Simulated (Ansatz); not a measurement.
# PdS2 (P-6m2) in Ansatz: relaxation of cell and atoms with LDA

Aim: the relaxation of cell and atoms of PdS2 with LDA.

Everything below comes from runs of Ansatz 0.2.0. Logs are shortened: lines on timing, memory, paths and dates and some standing lists are left out, and cuts for length are marked.

### Step 1. Starting point

Symmetry: P-6m2, No. 187, hexagonal system. Conventional cell: a = 3.588 Å, b = 3.588 Å, c = 4.898 Å, α = 90.00°, β = 90.00°, γ = 120.00°. Around Pd (site symmetry -6m2) lie 6 S at 2.53 Å. S (site symmetry 3m) is surrounded by 1 S at 2.00 Å.

The cell was built by a generator and needn't be a form met in nature.

### Step 2. Relaxation of cell and atoms, LDA, spin-orbit coupling, no magnetisation

Contents of input.yaml:

```yaml
crystal:
  lattice:
    - [3.5879, 0.0, 0.0]
    - [-1.79395, 3.10722, 0.0]
    - [0.0, 0.0, 4.89803]
  atoms:
    - { symbol: Pd, position: [0.0, 0.0, 0.5] }
    - { symbol: S, position: [0.66667, 0.33333, 0.79564] }
    - { symbol: S, position: [0.66667, 0.33333, 0.20436] }
hamiltonian:
  xc: lda
  pseudopotentials: { kind: paw_fr }
magnetization:
  noncollinear: true
  spin_orbit: true
kpoints:
  mp_grid: { grid: [7, 7, 5] }
scf:
  occupations: { method: fermi_dirac, width: 0.05 }
output:
  forces: true
  stress: true
  eigenvalues: true
  write_density: true
  write_potential: true
  elf: true
  volumetric_format: npy
relax:
  f_tol: 0.01
  max_steps: 40
  cell: { stress_tol: 0.05 }
```

Potentials or basis: Ansatz PAW.

Launch:

```
$ ansatz run input.yaml --threads 2 --pin off --max-ram 5632MiB --backend cpu --events-out ev --progress --plain --runs-dir out
```

Standard output:

```text
Warning: the atoms were moved onto the symmetric positions of the space group found under crystal.symmetry.tolerance 1.0e-5 (fractional; no operation is sought that the atoms, as they stand in a round, miss by more than twice it, and no atom is moved by as much as it), and the run uses the moved positions. Before a round's move an operation carried an atom to 2.39e-5 Å from where it should land, the largest such distance. Atom 1 (counting from 0) moved farthest, by 2.07e-5 Å; the longest move in fractions of the cell, of whichever atom, is 0.47 of the tolerance, in 1 round. To run the atoms as typed, lower crystal.symmetry.tolerance until the operations that they miss are no longer found, or set crystal.symmetry.detect: false (a key that needs symmetry detection or time reversal refuses this as the deck is read). The positions used, in the order of the run's atom list: position: [-4.111963794093364e-17, 0.0, 0.5]; position: [0.6666666666666666, 0.33333333333333337, 0.79564]; position: [0.6666666666666666, 0.33333333333333337, 0.20436]; The lattice was moved too: crystal.lattice keeps the space group found at crystal.symmetry.tolerance 1.0e-5 only nearly: the operation that it misses by the most changes a squared length by the fraction 4.15e-6. The run uses the lattice that is a stretch of the typed one, with no rotation, onto the one that keeps every operation to a double's rounding (on a very oblique basis the stretch itself rounds by more); the deck's lattice vector that moved farthest moved by 4.30e-6 Å. To run the lattice as typed, set crystal.symmetry.tolerance under 4.15e-6, the least fraction by which an operation that the lattice misses changes a squared length (the same key also sets how far an atom may lie from its image, so lowering it can lose operations that the atoms keep only within it), or set crystal.symmetry.detect: false, as for the atoms. crystal.lattice made exact, in Å and degrees: [[3.5879043034339695, 0.0, 0.0], [-1.7939521517169847, 3.107216273121329, 0.0], [0.0, 0.0, 4.89803]]. Pasted over the deck's crystal.lattice, beside positions in fractional coordinates, it runs the same cell (given as lengths and angles, that cell in the form's own orientation, a rigid turn of the misfit's size from the one run here, for which a checkpoint.post_process_only pass over this run's state can be refused: where this run relaxes nothing, give such a pass this deck's own crystal.lattice, as typed; behind a relaxation, as crystal.lattice, the state's own cell, identity.cell in its checkpoint.json), and a matrix so pasted ends this notice, except on a very skew basis of the lattice, where the rounding of the pasted numbers themselves can read as a misfit: the cell is then moved again, and that move is told again. The lattice as run is in this notice's lattice.as_run_ang field (Run.prep()["deck_notices"] in Python, the deck_notice line of an events file, deck_notices of ansatz run --dry-run=json, or deck_notices in record.json in the deck's checkpoint.write directory).
Warning: RAYON_NUM_THREADS=2 ignored (pool sized by the plan → 2); use --threads N
Engine: ansatz 0.2.0, x86_64-unknown-linux-gnu
Pseudopotentials: kind: paw_fr
Pseudopotential: Pd, paw_fr, valence charge 18, recommended cutoff 420 eV (normal), Pd.paw.azcp#standard-fr
Pseudopotential: S, paw_fr, valence charge 6, recommended cutoff 420 eV (normal), S.paw.azcp#standard-fr
Functional definition: SPW92
  exchange = slater_x
  correlation = pw_c
non-collinear run that drives no moment, with spin-orbit: no starting moment large enough to seed its density (crystal.atoms[].spin), no starting occupations that ask for one, no magnetisation constraint and no magnetic field, so the semilocal B_xc is pinned to zero
Crystal: 3 atoms, lattice volume = 54.605 Å³
Basis set: ecut = 420 eV, 1055 PW (Γ)
Bands: 38, of which v1, the nominal top of the filled ones, is band 30 counted from 1 (29 counted from 0)
Symmetry: 12 space group operations + 12 with time reversal
Magnetic group: BNS 187.210 (UNI 1440), of the structure as read, at distance tolerance 3.8e-5 Å
k-points: 24 of 245 (time reversal used)
Projection manifold: j_resolved (fully-relativistic pseudo-atomic orbitals)
Non-local potential: Pd, projectors of the file, l = 0: 2, l = 1: 4, l = 2: 4, l = 3: 2
Non-local potential: S, projectors of the file, l = 0: 2, l = 1: 4, l = 2: 4
PAW form: soft (Blöchl's): semilocal exchange-correlation on the pseudo side does not see the compensation charge
PAW frozen core: Pd, regenerated for the run's functional, and the local potential with it (the file was generated under x = pbe(κ = 0.804, μ = 0.2195149727645171), c = pbe(β = 0.06672455060314922))
PAW frozen core: S, regenerated for the run's functional, and the local potential with it (the file was generated under x = pbe(κ = 0.804, μ = 0.2195149727645171), c = pbe(β = 0.06672455060314922))
PAW one-centre angular grid: Pd, 590 points (default); XC on 64 Gauss nodes
PAW one-centre angular grid: S, 110 points (default); XC on 64 Gauss nodes
Initial density: superposition of atomic densities (chi_scale 0.1, normalization cell, long waves kept (reshape's long-wave potential 0.02 eV rms))
Initial wavefunctions: pseudopotential atomic-orbital guess
Functional: x = slater, c = lda
SCF iter   1: F=—  HF=-8586.950936 eV  |F-HF|=—  |Δ(HF+E_count)|=         —  Δρ=9.25e-2  dr2=6.79e0  dr2_m=0.00e0 (ungated)  ethr=3.10e-3  |M|=0.00e0 ∫|m|=0.00e0 μB  |m|>n=0.0e0 m-floor=0.0e0 τ_xc=0.0e0  β_m=0.30  ⟨swp⟩=8.4  Hψ=4826  notcnv=0
preconditioner: auto → Kerker (q_TF=auto, 2.469 Å⁻¹)  [metal: Δε(μ)=0.015 eV  Ē_g=8.806 eV  σ=0.050 eV  W_gap=0.08  n_scr=20 (ndim 8)  ℏωp=23.6 eV  f_vac=0.000  D(μ)=2.60/eV (n_scr^D=22)]
spin=Noncollinear: Kerker preconditioning applied to the charge; magnetization (m_x, m_y, m_z) channels mix plain (no charge-response kernel on spin).
SCF iter   2: F=—  HF=-8586.013681 eV  |F-HF|=—  |Δ(HF+E_count)|=   9.37e-1  Δρ=3.05e-2  dr2=4.44e-1  dr2_m=0.00e0 (ungated)  ethr=3.10e-3  |M|=0.00e0 ∫|m|=0.00e0 μB  |m|>n=0.0e0 m-floor=0.0e0 τ_xc=0.0e0  β_m=0.34  ⟨swp⟩=3.0  Hψ=1683  notcnv=0  defer=47
SCF iter   3: F=—  HF=-8585.930772 eV  |F-HF|=—  |Δ(HF+E_count)|=   8.29e-2  Δρ=1.75e-2  dr2=8.65e-2  dr2_m=0.00e0 (ungated)  ethr=1.48e-3  |M|=0.00e0 ∫|m|=0.00e0 μB  |m|>n=0.0e0 m-floor=0.0e0 τ_xc=0.0e0  β_m=0.67  ⟨swp⟩=1.7  Hψ=1052  notcnv=0  defer=47
SCF iter   4: F=—  HF=-8585.903036 eV  |F-HF|=—  |Δ(HF+E_count)|=   2.77e-2  Δρ=2.88e-3  dr2=7.50e-3  dr2_m=0.00e0 (ungated)  ethr=2.88e-4  |M|=0.00e0 ∫|m|=0.00e0 μB  |m|>n=0.0e0 m-floor=0.0e0 τ_xc=0.0e0  β_m=0.83  ⟨swp⟩=3.0  Hψ=1729  notcnv=0  defer=57
SCF iter   5: F=—  HF=-8585.901924 eV  |F-HF|=—  |Δ(HF+E_count)|=   1.11e-3  Δρ=5.48e-4  dr2=3.46e-4  dr2_m=0.00e0 (ungated)  ethr=2.50e-5  |M|=0.00e0 ∫|m|=0.00e0 μB  |m|>n=0.0e0 m-floor=0.0e0 τ_xc=0.0e0  β_m=0.92  ⟨swp⟩=1.8  Hψ=1106  notcnv=0  defer=57
SCF iter   6: F=—  HF=-8585.901887 eV  |F-HF|=—  |Δ(HF+E_count)|=   3.74e-5  Δρ=2.32e-4  dr2=4.91e-5  dr2_m=0.00e0 (ungated)  ethr=1.15e-6  |M|=0.00e0 ∫|m|=0.00e0 μB  |m|>n=0.0e0 m-floor=0.0e0 τ_xc=0.0e0  β_m=0.96  ⟨swp⟩=2.4  Hψ=1296  notcnv=0  defer=57
[... 62 lines left out ...]
Absolute magnetization: 0.0000 μB (∫|m|)
  site 0: m = (+0.0000, +0.0000, +0.0000) μB, |m| = 0.0000 μB  (R = 1.03 Å)
  site 1: m = (+0.0000, +0.0000, +0.0000) μB, |m| = 0.0000 μB  (R = 0.83 Å)
  site 2: m = (+0.0000, +0.0000, +0.0000) μB, |m| = 0.0000 μB  (R = 0.83 Å)
Free energy (F): -8585.931332 eV
Harris-Foulkes:  -8585.931332 eV  (|F-HF|=3.09e-11)
Internal energy: -8585.918936 eV  (E = F + TS)
E sigma→0 (E₀):  -8585.925134 eV
Entropy (-TS):   -0.012396 eV (-4.132 meV/atom)
Fermi energy:    10.519611 eV
--- Per-component energies (eV) ---
  E_band       = -272.845763
  E_kinetic    = 728.865725
  E_local      = -3122.585146  (includes V_loc(G=0)·N_el)
  E_nonlocal   = 283.494715
  E_hartree    = 1283.864497
  E_xc         = -359.925496
  E_vxc        = -386.504643  (∫ρ·V_xc dr)
  E_paw        = -4762.714935  (= ΣΔE_a)
  E_vpaw       = -343.845271  (= ΣTr[D̂ρ^β])
  E_aug_tail   = 0.000197  (compensation charges beyond the density's cutoff)
  E_ewald      = -2637.909558
  E_core_change = 0.991065  (= ΣΔE_core)
  E_smearing   = -0.012396  (= −TS)
  E_closure    = -0.000000  (closes the sum)
  Σ components = -8585.931332   (vs F -8585.931332, Δ=0.00e0)
--- Forces (eV/Å), atoms counted from 1 ---
  atom   1  Pd     0.00000000     0.00000000     0.00000000
  atom   2  S     -0.00000000    -0.00000000    -0.00061657
  atom   3  S     -0.00000000    -0.00000000     0.00061657
  max |Σ_I F_I| component: 2.38e-16 eV/Å
--- Stress (GPa, compression-positive) ---
        0.000258       0.000000      -0.000000
        0.000000       0.000258      -0.000000
       -0.000000      -0.000000       0.008661
  P = ⅓ Tr σ = 0.0031 GPa (0.031 kbar)
--- Band table (eV; the first three rows and the last of 24) ---
  k-point 0: bands = ["-73.7087", "-73.7087", "-42.6721", "-42.6721", "-38.1517", "-38.1517", "-38.1291", "-38.1291", "-6.0166", "-6.0166", "-0.8027", "-0.8027", "1.8741", "1.8741", "5.6682", "5.6682", "5.7985", "5.7985", "6.9501", "6.9501", "7.1513", "7.1513", "7.8683", "7.8683", "9.4625", "9.4625", "9.6080", "9.6080", "11.7038", "11.7038", "11.8161", "11.8161", "13.6289", "13.6289", "15.6348", "15.6348", "17.5385", "17.5385"]
  k-point 1: bands = ["-73.7087", "-73.7087", "-42.6722", "-42.6722", "-38.1518", "-38.1518", "-38.1291", "-38.1291", "-5.8565", "-5.8565", "-1.7299", "-1.7299", "3.1666", "3.1666", "5.7454", "5.8041", "5.9044", "5.9044", "6.8337", "6.8337", "6.9085", "7.0548", "7.7691", "7.7691", "9.3692", "9.5053", "9.5053", "9.5543", "11.7613", "11.7714", "11.7714", "11.8702", "13.6909", "13.6909", "14.2004", "14.2004", "16.8013", "16.8013"]
  k-point 2: bands = ["-73.7087", "-73.7087", "-42.6722", "-42.6722", "-38.1518", "-38.1518", "-38.1291", "-38.1291", "-5.5154", "-5.5154", "-2.7918", "-2.7918", "5.2848", "5.2848", "5.9964", "6.0857", "6.1881", "6.1881", "6.5324", "6.5324", "6.5535", "6.6913", "7.1777", "7.1777", "9.3287", "9.3287", "9.3785", "9.4814", "11.8275", "11.8879", "11.9006", "11.9006", "12.1457", "12.1457", "14.3054", "14.3054", "15.3719", "15.3719"]
  k-point 23: bands = ["-73.7077", "-73.7077", "-42.6781", "-42.6772", "-38.1552", "-38.1544", "-38.1447", "-38.1423", "-4.9137", "-4.9112", "-1.8141", "-1.7881", "4.3277", "4.3411", "4.8255", "4.8568", "5.2628", "5.2979", "6.2171", "6.2557", "7.0362", "7.0957", "7.6591", "7.8756", "8.2186", "8.2954", "8.4640", "8.6414", "9.7608", "9.8208", "10.2700", "10.3234", "12.5403", "12.5577", "17.5696", "17.6125", "17.8871", "17.9105"]
--- Relaxed structure (4 steps of the walk, 4 accepted, 1 SCFs on fresh bases) ---
  F+E_penalty+E_count = -8585.93133217 eV   max|allowed force component| = 6.166e-4 eV/Å   (the final SCF, on the basis selected at the relaxed cell)
  cell:  # Å, volume = 52.5958 Å³
    - [3.5455673334235964, -2.3501739449190507e-18, 1.69016488824347e-18]
    - [-1.7727836667117982, 3.070551381573086, -8.45082444121736e-19]
    - [2.3073297466824475e-18, -1.6576496357569977e-33, 4.831130870754868]
  atoms:
    - { symbol: Pd, position: [-4.1119637940933643e-17, 1.962993994226939e-33, 0.5] }
    - { symbol: S, position: [0.6666666666666666, 0.3333333333333334, 0.7929887377798959] }
    - { symbol: S, position: [0.6666666666666666, 0.3333333333333334, 0.2070112622201042] }
```

Wall time 32 s (2 threads of Intel Xeon at 2.70GHz, shared host); peak memory 0.51 GiB.

Results:

```
Free energy                            : -8585.9313 eV
Relaxed volume                         : 17.53 Å³/atom
Relaxed cell                           : a = 3.546 Å, b = 3.546 Å, c = 4.831 Å, α = 90.00°, β = 90.00°, γ = 120.00°
Space group after relaxing (to 0.05 Å) : P-6m2 (No. 187)
Energy gained by relaxing              : 9.8 meV/atom
Ionic steps                            : 5
Pressure after relaxing                : 0.0 GPa
Band gap on the k mesh                 : none (metal or under the smearing width)
```

The path:
| step | energy change (eV) | largest force (eV/Å) | volume (Å³) |
| --- | --- | --- | --- |
| 1 | 0.0000 | 0.2629 | 54.61 |
| 2 | -0.0295 | 0.0741 | 52.51 |
| 3 | -0.0297 | 0.0287 | 52.59 |
| 4 | -0.0297 | 0.0007 | 52.60 |
| 5 | -0.0294 | 0.0006 | 52.60 |

Final structure:
```yaml
crystal:
  lattice:
    - [3.54557, 0.00000, 0.00000]
    - [-1.77278, 3.07055, 0.00000]
    - [0.00000, 0.00000, 4.83113]
  atoms:
    - { symbol: Pd, position: [0.00000, 0.00000, 0.50000] }
    - { symbol: S, position: [0.66667, 0.33333, 0.79299] }
    - { symbol: S, position: [0.66667, 0.33333, 0.20701] }
```

Caveat: the plane-wave basis is chosen anew once the cell has moved, so the energies of steps on either side of that aren't comparable; the PAW data sets come from PBE, with cores solved anew for the run's functional, which leaves a small shift of forces and pressure.
